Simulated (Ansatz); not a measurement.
# CH₄AlFSe: up Jacob's ladder to CCSD(T)

Aim: compute CH₄AlFSe with functionals from several rungs and with coupled cluster. The yardstick is the atomisation energy at the CCSD(T) limit.

Computed with Ansatz 0.2.0, Gaussian basis. Level: functionals in def2-TZVPP, the program's frozen cores in correlated methods.

Levels to be run: LDA (SPW92), PBE-D4, revPBE-D4, BLYP-D4, r2SCAN-D4, B97M-V, PBE0-D4, B3LYP-D4, r2SCANh-D4, r2SCAN0-D4, HSE06-D4, BHLYP-D4, CAM-B3LYP-D4, LC-ωPBE, ωB97X-V, ωB97M-V, B2PLYP, PBE-QIDH; CCSD(T)/def2-SVP; CCSD(T)/def2-TZVPP; MP2/def2-QZVPP; extrapolation to the limit; RPA on PBE.

### Step 1. The geometry

An earlier PBE0-D4 in a triple-zeta def2 set relaxation fixed the geometry.

SMILES `C[Se][AlH][F]`, 8 atoms, charge 0, spin multiplicity 1.

Atoms are counted from 1 here; the program's logs count them from 0.

Bond lengths: C1–Se2 1.967 Å, C1–H5 1.087 Å, C1–H6 1.089 Å, C1–H7 1.087 Å, Se2–Al3 2.290 Å, Al3–F4 1.647 Å, Al3–H8 1.575 Å. Angles: Se2–C1–H5 108.0°, Se2–C1–H6 111.1°, Se2–C1–H7 108.1°, H5–C1–H6 109.7°, H5–C1–H7 110.2°, H6–C1–H7 109.7°, C1–Se2–Al3 96.1°, Se2–Al3–F4 118.6°, Se2–Al3–H8 121.7°, F4–Al3–H8 119.8°.

### Step 2. LDA

This LDA is Slater exchange with PW92 correlation.

File in.yaml:

```yaml
crystal:
  periodic: [false, false, false]
  atoms:
    - {symbol: C, position_ang: [-1.028187, 0.768187, 0.603451]}
    - {symbol: Se, position_ang: [-0.110067, 0.889039, -1.131720]}
    - {symbol: Al, position_ang: [1.270719, -0.907965, -0.802419]}
    - {symbol: F, position_ang: [2.331070, -1.315224, -1.995624]}
    - {symbol: H, position_ang: [-2.090647, 0.635589, 0.413749]}
    - {symbol: H, position_ang: [-0.652770, -0.070740, 1.187848]}
    - {symbol: H, position_ang: [-0.855204, 1.696488, 1.142609]}
    - {symbol: H, position_ang: [1.227087, -1.752572, 0.526306]}
basis:
  gaussian: {orbitals: def2-TZVPP}
hamiltonian: {xc: lda}
output: {orbitals: {seedname: orbitals}}
```

After this run come: PBE-D4 (GGA); revPBE-D4 (GGA); BLYP-D4 (GGA); r2SCAN-D4 (meta-GGA); B97M-V (meta-GGA); PBE0-D4 (hybrid); B3LYP-D4 (hybrid); r2SCANh-D4 (hybrid); r2SCAN0-D4 (hybrid); HSE06-D4 (hybrid); BHLYP-D4 (hybrid); CAM-B3LYP-D4 (range-separated); LC-ωPBE-D4 (range-separated); ωB97X-V (range-separated); ωB97M-V (range-separated); B2PLYP (double hybrid); PBE-QIDH (double hybrid); CCSD(T) in def2-SVP; CCSD(T) in def2-TZVPP; MP2 in def2-QZVPP; RPA on PBE orbitals.

Q: Predict the results of all the runs planned. Wanted: atomisation energy, CCSD(T)/CBS; farthest beyond LDA; mean size of error, GGA; mean size of error, meta-GGA; mean size of error, hybrid; mean size of error, range-separated; mean size of error, double hybrid; gap, smallest and largest; T1 diagnostic.

As calculated:

| quantity | value |
| --- | --- |
| atomisation energy, CCSD(T)/CBS | 2768.3 kJ/mol |
| functionals within 27.7 kJ/mol (1.0 %) | PBE-D4, r2SCAN-D4, B97M-V, r2SCANh-D4, CAM-B3LYP-D4, ωB97X-V, ωB97M-V |
| farthest beyond LDA | BHLYP-D4 (-100.4 kJ/mol) |
| mean size of error, GGA | 34.5 kJ/mol |
| mean size of error, meta-GGA | 5.9 kJ/mol |
| mean size of error, hybrid | 46.6 kJ/mol |
| mean size of error, range-separated | 25.3 kJ/mol |
| mean size of error, double hybrid | 45.3 kJ/mol |
| gap, smallest and largest | 4.22 eV (LDA (SPW92)), 10.72 eV (LC-ωPBE) |
| T1 diagnostic | 0.0105 |
| triples share of the correlation energy | 3.4 % |

In words: LDA overbinds by 337.2 kJ/mol (12 %). PBE-D4 misses by +6.2 kJ/mol. Double hybrids carry the basis error of their MP2 part in triple zeta, and no dispersion term here, so their miss is partly the set-up's. The rungs meta-GGA, range-separated miss on average by less than the doubt on the reference (27.7 kJ/mol), so they tie. Misses under about 27.7 kJ/mol are within the doubt on the reference itself, which lacks core-valence correlation, relativity and higher excitations, and its outer-core shells are covered unevenly. All levels share the lack of spin-orbit coupling, which lowers the free heavy atoms and so the true binding. Hartree-Fock recovers 74 % of the binding; the rest is correlation. CCSD(T) in def2-SVP is off by -179.8 kJ/mol, so the small basis spoils what the method gains. The gap grows from 4.2 to 10.7 eV across the functionals, mostly with the share of exact exchange. Correlated methods include outer-core shells of Se, which these sets cover unevenly.
